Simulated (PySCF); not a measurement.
# I4Ti (TiI4): the cost of one run

Programs: PySCF 2.14.0, with density-fitted response routines of our own. Each step states its level of theory. These are calculated values for one molecule in the gas phase, unless marked as measured. Atoms count from 0, in the outputs and in this text.

### 1 The starting structure

5 atoms, charge 0, multiplicity 1; geometry from: GFN2-xTB. The atoms were then displaced at random by about 0.03 Å, so the start is not that level's minimum.

Bonds of the start (Å): Ti0–I1 2.62, Ti0–I2 2.54, Ti0–I3 2.70, Ti0–I4 2.65.

### 2 Relaxing the molecule at PBE0-D3(BJ)/def2-SVP

The job: settings as JSON, then the geometry in Å.

```
{"job": {"xc": "PBE0", "basis": "def2-SVP", "d3": "d3bj", "grid": 1, "maxiter": 40, "shake": 0.03, "kind": "geom"}, "charge": 0, "multiplicity": 1}
Ti     0.061330    -0.076750     0.012510
I     -0.006790    -0.029880     2.635950
I      2.427520     0.003320    -0.916450
I     -1.153660     2.167320    -0.873240
I     -1.253550    -2.174490    -0.920890
```

Command:

```console
> OMP_NUM_THREADS=1 python probes_run.py task.json out
```

One launch serves the whole session: the jobs run in the order shown.

Q: Estimate the wall time and peak memory of this first job on 1 thread of Arm Neoverse N1, shared host.

About 3.2 min, with a peak of 0.64 GiB.
